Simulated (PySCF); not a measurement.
# C5H8O2Si: runs on many settings, part 2 of 2

PySCF 2.14.0. Atoms count from 0. The steps go on from the part before.

## Step 5: J couplings: PBE0/pcseg-1

What the job is given:

```
{"job": {"kind": "j", "xc": "PBE0", "basis": "pcseg-1"}, "charge": 0, "multiplicity": 1}
C      3.847073    -0.589652     0.563683
C      2.580848    -0.225754    -0.029439
C      1.519765     0.075125    -0.515385
Si    -0.067997     0.551578    -1.315390
O     -1.149689     0.085674    -0.127585
C     -2.459028     0.228587    -0.242194
C     -3.203229    -0.274495     0.966234
O     -2.976656     0.709685    -1.215195
H      4.511402    -0.994593    -0.199505
H      3.694692    -1.342592     1.336601
H      4.314079     0.287724     1.010690
H     -0.330754    -0.223321    -2.525342
H     -0.172527     1.995556    -1.506192
H     -4.271638    -0.139735     0.826929
H     -2.869029     0.270133     1.846704
H     -2.974911    -1.327833     1.113977
```

Method: PBE0/pcseg-1 indirect spin-spin coupling, non-relativistic, gas phase.

Standard output:

```text
coarse grid: 14192 points
cycle   1  E = -634.4532978961  dE =  1.164e+00  |g| = 9.050e-01  |ddm| = 4.338e+00
cycle   2  E = -634.1871138234  dE =  2.662e-01  |g| = 1.498e+00  |ddm| = 1.952e+00
cycle   3  E = -634.6066695639  dE = -4.196e-01  |g| = 2.535e-01  |ddm| = 1.285e+00
cycle   4  E = -634.6190234920  dE = -1.235e-02  |g| = 7.409e-02  |ddm| = 2.545e-01
cycle   5  E = -634.6198928122  dE = -8.693e-04  |g| = 2.474e-02  |ddm| = 6.584e-02
cycle   6  E = -634.6200329899  dE = -1.402e-04  |g| = 4.266e-03  |ddm| = 2.602e-02
cycle   7  E = -634.6200345214  dE = -1.532e-06  |g| = 3.344e-03  |ddm| = 5.752e-03
cycle   8  E = -634.6200372574  dE = -2.736e-06  |g| = 5.295e-04  |ddm| = 3.183e-03
final grid: 133360 points
cycle   9  E = -634.6882232716  dE = -1.288e-05  |g| = 1.139e-02  |ddm| = 4.022e-02
cycle  10  E = -634.6881869107  dE =  3.636e-05  |g| = 1.800e-02  |ddm| = 2.331e-02
cycle  11  E = -634.6882486270  dE = -6.172e-05  |g| = 2.423e-03  |ddm| = 1.391e-02
cycle  12  E = -634.6882497830  dE = -1.156e-06  |g| = 4.105e-04  |ddm| = 2.105e-03
cycle  13  E = -634.6882498150  dE = -3.194e-08  |g| = 8.380e-05  |ddm| = 3.974e-04
cycle  14  E = -634.6882498164  dE = -1.403e-09  |g| = 2.490e-05  |ddm| = 9.822e-05
cycle  15  E = -634.6882498165  dE = -7.890e-11  |g| = 1.633e-05  |ddm| = 3.369e-05
converged SCF energy = -634.6882498165

Indirect spin-spin couplings (Hz)
  i      j    bonds     total        FC       PSO       DSO        SD
  0 C    1 C    1     75.781    77.537    -1.935     0.179         -
  0 C    2 C    2      6.024     6.429    -0.270    -0.135         -
  0 C    3 Si   3     -2.218    -2.033    -0.142     0.034    -0.077
  0 C    4 O    4      0.403     0.394    -0.000     0.009         -
  0 C    8 H    1    144.197   142.704     0.923     0.570         -
  0 C    9 H    1    144.300   142.814     0.915     0.571         -
  0 C   10 H    1    144.227   142.737     0.920     0.570         -
  0 C   11 H    4     -0.646    -0.558     0.083    -0.171         -
  0 C   12 H    4     -0.640    -0.553     0.084    -0.172         -
  1 C    2 C    1    160.704   156.280     4.287     0.136         -
  1 C    3 Si   2    -18.383   -16.346    -1.299     0.056    -0.794
  1 C    4 O    3     -3.126    -3.213     0.077     0.011         -
  1 C    5 C    4      0.540     0.557     0.035    -0.051         -
  1 C    7 O    5     -0.151    -0.077    -0.105     0.031         -
  1 C    8 H    2    -11.851   -11.628    -0.042    -0.182         -
  1 C    9 H    2    -12.015   -11.795    -0.037    -0.182         -
  1 C   10 H    2    -11.939   -11.710    -0.047    -0.182         -
  1 C   11 H    3      3.954     3.888     0.336    -0.270         -
  1 C   12 H    3      3.977     3.908     0.340    -0.270         -
  2 C    3 Si   1   -115.684  -117.177     2.177    -0.123    -0.561
  2 C    4 O    2    -11.203   -11.173     0.003    -0.033         -
  2 C    5 C    3      3.481     3.503     0.035    -0.057         -
  2 C    6 C    4     -0.160    -0.151     0.021    -0.029         -
  2 C    8 H    3      6.894     6.757     0.528    -0.392         -
  2 C    9 H    3      6.513     6.372     0.525    -0.385         -
  2 C   10 H    3      6.670     6.532     0.527    -0.389         -
  2 C   11 H    2      7.453     7.730    -0.125    -0.151         -
  2 C   12 H    2      7.452     7.727    -0.127    -0.148         -
  3 Si   4 O    1    -10.456    -7.325    -4.077     0.071     0.875
  3 Si   5 C    2      1.359     1.189     0.153     0.024    -0.007
  3 Si   6 C    3     -2.734    -2.575    -0.096     0.062    -0.125
  3 Si   7 O    3      2.396     1.883     0.319     0.002     0.192
  3 Si   8 H    4      2.142     2.146    -0.091     0.110    -0.023
  3 Si   9 H    4      1.800     1.780    -0.079     0.121    -0.022
  3 Si  10 H    4      2.487     2.492    -0.096     0.114    -0.024
  3 Si  11 H    1   -242.981  -243.176     1.338    -0.348    -0.794
  3 Si  12 H    1   -242.338  -242.543     1.349    -0.348    -0.795
  3 Si  13 H    4     -1.804    -1.890    -0.142     0.260    -0.032
  3 Si  14 H    4      0.389     0.343    -0.085     0.189    -0.058
  3 Si  15 H    4      0.387     0.340    -0.084     0.189    -0.058
  4 O    5 C    1     15.274     9.449     6.027    -0.202         -
  4 O    6 C    2    -16.038   -16.536     0.510    -0.012         -
  4 O    8 H    5     -0.909    -0.936    -0.038     0.065         -
  4 O    9 H    5     -1.575    -1.581     0.009    -0.003         -
  4 O   11 H    2     -2.879    -2.935    -0.053     0.109         -
  4 O   12 H    2     -2.892    -2.949    -0.051     0.108         -
  4 O   13 H    3     -6.485    -6.666    -0.065     0.246         -
  4 O   14 H    3      0.449     0.400     0.111    -0.063         -
  4 O   15 H    3      0.430     0.382     0.112    -0.064         -
  5 C    6 C    1     68.875    70.164    -1.590     0.301         -
  5 C    7 O    1      7.755    -5.837    13.720    -0.128         -
  5 C   11 H    3      0.185     0.375    -0.121    -0.069         -
  5 C   12 H    3      0.183     0.373    -0.121    -0.069         -
  5 C   13 H    2     -3.045    -2.798    -0.332     0.084         -
  5 C   14 H    2     -5.736    -5.829    -0.048     0.141         -
  5 C   15 H    2     -5.760    -5.853    -0.050     0.143         -
  6 C    7 O    2     -2.702    -3.905     1.164     0.039         -
  6 C   13 H    1    142.538   141.135     0.715     0.688         -
  6 C   14 H    1    135.980   134.416     0.851     0.713         -
  6 C   15 H    1    135.892   134.327     0.852     0.714         -
  7 O   11 H    4     -0.291    -0.326     0.094    -0.059         -
  7 O   12 H    4     -0.289    -0.324     0.094    -0.059         -
  7 O   13 H    3     -0.087    -0.569     0.467     0.015         -
  7 O   14 H    3     -2.170    -2.465     0.038     0.257         -
  7 O   15 H    3     -2.168    -2.463     0.039     0.257         -
  8 H    9 H    2    -15.599   -15.012     2.324    -2.912         -
  8 H   10 H    2    -15.420   -14.832     2.327    -2.915         -
  8 H   11 H    5      1.729     1.930     0.150    -0.351         -
  8 H   12 H    5     -0.192     0.149     0.310    -0.651         -
  8 H   13 H    8     -0.190     0.005     0.331    -0.526         -
  8 H   14 H    8     -0.151    -0.005     0.227    -0.374         -
  9 H   10 H    2    -15.501   -14.914     2.323    -2.910         -
  9 H   11 H    5     -0.310     0.022     0.304    -0.637         -
  9 H   12 H    5      0.617     1.028     0.393    -0.805         -
 10 H   11 H    5      1.130     1.545     0.395    -0.811         -
 10 H   12 H    5      2.105     2.302     0.149    -0.346         -
 10 H   13 H    8     -0.177    -0.001     0.297    -0.473         -
 11 H   12 H    2      9.940    11.682     0.431    -2.172         -
 11 H   13 H    5     -0.361    -0.003     0.581    -0.939         -
 11 H   14 H    5     -0.365     0.188     0.681    -1.234         -
 12 H   13 H    5     -0.364    -0.004     0.583    -0.942         -
 12 H   15 H    5     -0.365     0.189     0.681    -1.235         -
 13 H   14 H    2    -12.085   -11.537     2.136    -2.684         -
 13 H   15 H    2    -12.062   -11.513     2.135    -2.684         -
 14 H   15 H    2    -16.534   -16.151     2.064    -2.447         -
```

Run time: 48 s. Hardware: 1 thread of Arm Neoverse N1, shared host; peak memory 0.83 GiB.

The basis is not made for couplings: without tight functions at the nuclei these values are rough.

Couplings of 1 Hz or more, nine at most for each number of bonds, with means over like pairs (isotopes 13C, 1H, 17O, 29Si):

```
   pair  bonds  J (Hz)  Fermi contact (Hz)  dihedral (°)
Si3–H11      1  -242.7              -242.9             –
  C1–C2      1   160.7               156.3             –
  C0–H8      1   144.2               142.8             –
 C6–H13      1   138.1               136.6             –
 C2–Si3      1  -115.7              -117.2             –
  C0–C1      1    75.8                77.5             –
  C5–C6      1    68.9                70.2             –
  O4–C5      1    15.3                 9.4             –
 Si3–O4      1   -10.5                -7.3             –
 C1–Si3      2   -18.4               -16.3             –
  O4–C6      2   -16.0               -16.5             –
  H8–H9      2   -15.5               -14.9             –
H13–H14      2   -13.6               -13.1             –
  C1–H8      2   -11.9               -11.7             –
  C2–O4      2   -11.2               -11.2             –
H11–H12      2     9.9                11.7             –
 C2–H11      2     7.5                 7.7             –
  C0–C2      2     6.0                 6.4             –
  C2–H8      3     6.7                 6.6             –
 C1–H11      3     4.0                 3.9             –
  C2–C5      3     3.5                 3.5          -180
  C1–O4      3    -3.1                -3.2             –
 Si3–C6      3    -2.7                -2.6           180
 Si3–O7      3     2.4                 1.9             0
 C0–Si3      3    -2.2                -2.0             –
 O4–H13      3    -1.9                -2.0             –
 O7–H13      3    -1.5                -1.8             –
 Si3–H8      4     2.1                 2.1             –
```

The spin-dipole term was solved for some atoms only; pairs without it lack that part.

The response was solved for the nuclei of C, H, Si alone, so couplings that need other nuclei can be missing.

Quadrupole couplings from the field gradients of the same density:

```
atom  isotope  eQq/h (MHz)     η
  O7      17O        9.707  0.09
  O4      17O       -8.109  0.10
```

Joined with the shifts from before (PBE0/pcSseg-1, scaled to CDCl3 for protons on carbon, raw for the others), the couplings predict the line list below for 400 MHz.

¹H NMR δ 5.12 (s, 2H), 2.12 (s, 3H), 2.10 (s, 3H).

## Step 6: NMR shieldings: X3LYP/IGLO-II

Same as in step 5 but for these lines:

```diff
@@ -1,2 +1,2 @@
-{"job": {"kind": "j", "xc": "PBE0", "basis": "pcseg-1"}, "charge": 0, "multiplicity": 1}
+{"job": {"kind": "nmr", "xc": "X3LYP", "basis": "IGLO-II", "pop": true, "grid": 4}, "charge": 0, "multiplicity": 1}
 C      3.847073    -0.589652     0.563683
```

Level: GIAO X3LYP/IGLO-II NMR shielding, non-relativistic, gas phase.

Standard output:

```text
coarse grid: 14192 points
cycle   1  E = -634.9769096986  dE =  1.151e+00  |g| = 1.112e+00  |ddm| = 3.326e+00
cycle   2  E = -634.5596806841  dE =  4.172e-01  |g| = 1.874e+00  |ddm| = 2.199e+00
cycle   3  E = -635.1798702580  dE = -6.202e-01  |g| = 3.404e-01  |ddm| = 1.700e+00
cycle   4  E = -635.1999479993  dE = -2.008e-02  |g| = 1.154e-01  |ddm| = 2.575e-01
cycle   5  E = -635.2018372278  dE = -1.889e-03  |g| = 3.957e-02  |ddm| = 7.401e-02
cycle   6  E = -635.2021521491  dE = -3.149e-04  |g| = 6.925e-03  |ddm| = 2.651e-02
cycle   7  E = -635.2021556294  dE = -3.480e-06  |g| = 5.605e-03  |ddm| = 6.682e-03
cycle   8  E = -635.2021631631  dE = -7.534e-06  |g| = 6.953e-04  |ddm| = 3.280e-03
final grid: 354144 points
cycle   9  E = -635.2167867093  dE = -4.496e-05  |g| = 6.158e-03  |ddm| = 2.207e-02
cycle  10  E = -635.2167784384  dE =  8.271e-06  |g| = 8.981e-03  |ddm| = 8.384e-03
cycle  11  E = -635.2167936315  dE = -1.519e-05  |g| = 2.107e-03  |ddm| = 6.178e-03
cycle  12  E = -635.2167944013  dE = -7.698e-07  |g| = 3.625e-04  |ddm| = 1.402e-03
cycle  13  E = -635.2167944174  dE = -1.605e-08  |g| = 2.124e-04  |ddm| = 3.010e-04
cycle  14  E = -635.2167944252  dE = -7.867e-09  |g| = 3.921e-05  |ddm| = 1.235e-04
cycle  15  E = -635.2167944254  dE = -1.969e-10  |g| = 2.477e-05  |ddm| = 3.254e-05
converged SCF energy = -635.2167944254

GIAO shielding tensors (ppm)
atom      isotropic    diamagn.    paramagn.     s11        s22        s33       span
  0 C      179.662     246.379     -66.717    171.080    171.220    196.687     25.607
  1 C       73.085     271.083    -197.999    -24.067    -21.100    264.421    288.488
  2 C      103.808     267.548    -163.739     15.718     27.740    267.967    252.248
  3 Si     394.074     884.863    -490.789    375.854    380.340    426.028     50.174
  4 O      131.402     401.854    -270.452     -4.814    179.263    219.757    224.572
  5 C        8.716     243.353    -234.637    -91.817     45.212     72.754    164.571
  6 C      160.751     243.761     -83.009    136.780    152.758    192.716     55.935
  7 O     -125.676     402.300    -527.976   -389.833   -238.317    251.121    640.953
  8 H       30.236      27.712       2.524     25.506     28.629     36.572     11.066
  9 H       30.215      30.555      -0.340     25.411     28.848     36.387     10.977
 10 H       30.235      28.865       1.370     25.548     28.637     36.520     10.972
 11 H       26.824      30.793      -3.969     23.491     25.787     31.193      7.702
 12 H       26.836      30.914      -4.077     23.499     25.798     31.213      7.714
 13 H       30.508      27.958       2.550     26.609     29.128     35.788      9.179
 14 H       30.133      29.807       0.326     26.790     29.671     33.940      7.150
 15 H       30.138      29.736       0.402     26.784     29.691     33.937      7.153
```

It took 91 s on 1 thread of Arm Neoverse N1, shared host; peak memory 0.98 GiB.

This run: δ C5 175.7, C1 111.3, C2 80.6, C6 23.6, H11 5.42, H8 2.03 ppm (means over like atoms).

## Step 7: Run by run: NMR shifts

Shifts (ppm) of some atoms, chosen among heavy atoms and hydrogens apart, means over like atoms, with basis size and wall time:

```
          run     C1    C2   H11   H13    Si3     O7     O4  functions  time
PBE0/pcSseg-1  114.2  82.3  5.12  2.13  -49.5  470.6  199.8        183  40 s
X3LYP/IGLO-II  111.3  80.6  5.42  2.00  -58.0  461.3  204.2        237  91 s
```

## Step 8: Side by side: electronic excitations

Excitations and ground-state properties, with basis size and wall time:

```
            run  lowest singlet (eV)  brightest (eV)      f  gap (eV)  α (Å³)  μ (D)  functions  time
 PBE0/def2-SVPD                 5.82            6.87  0.072      7.61   13.61   3.55        234  65 s
B97-D/def2-SVPD                 5.47            5.48  0.056      5.35   14.16   3.50        234  81 s
```

## Step 9: Results

What follows sums up all 2 parts.

| quantity | value |
| --- | --- |
| ¹³C shifts against TMS (PBE0/pcSseg-1) | 176.3, 114.2, 82.3, 24.5, 6.0 ppm |
| ¹H shifts against TMS (PBE0/pcSseg-1, means over atoms taken as alike) | 5.12, 2.13, 2.11 ppm |
| ²⁹Si shifts against TMS (PBE0/pcSseg-1) | -49.5 ppm |
| ¹⁷O shifts against H2O (PBE0/pcSseg-1) | 470.6, 199.8 ppm |
| lowest singlet (PBE0/def2-SVPD) | 5.82 eV (213 nm), f = 0.001 |
| brightest single state of those computed | state 5, 6.87 eV, f = 0.072 |
| lowest triplet | 4.94 eV |
| largest coupling of the table (PBE0/pcseg-1) | ¹J(Si,H) Si3–H11, -242.7 Hz |
| range of the shift of O7 | 461.3 to 470.6 ppm |
| range of the lowest singlet | 5.47 to 5.82 eV |

In words: Single values in the summary come from the first run of each kind that ended normally (PBE0/pcSseg-1; PBE0/def2-SVPD; PBE0/pcseg-1), which need not be the best level. At PBE0/pcSseg-1: Shielding is most anisotropic at O7 (span 637 ppm, paramagnetic term -536 ppm). The first singlet state (HOMO→LUMO+1 0.52, HOMO−2→LUMO+1 0.26) lies at 5.82 eV and is weak; of the 6 states computed, the strongest absorption comes from state 5 at 6.87 eV. The lowest triplet lies 0.88 eV below the lowest singlet (triplets in Tamm-Dancoff, singlets in full TDDFT). In the run at PBE0/pcseg-1, the largest coupling of the table is Si3–H11 (mean over like pairs), -242.7 Hz, of which the Fermi-contact term gives -242.9 Hz. Couplings across rotatable bonds belong to this one conformer; where others are populated, the observed values are averages. Across the 2 runs the shift of O7 moves most, between 461.3 (X3LYP/IGLO-II) and 470.6 ppm (PBE0/pcSseg-1). The lowest singlet runs from 5.47 eV (B97-D/def2-SVPD) to 5.82 eV (PBE0/def2-SVPD), while the orbital gap spans 5.35 to 7.61 eV: the excitation energy moves far less from run to run than the orbital gap does. The lowest state need not be the same one in every run. The runs solved for a few states only, so the brightest column depends on that window. Couplings from bases without tight functions are rough.
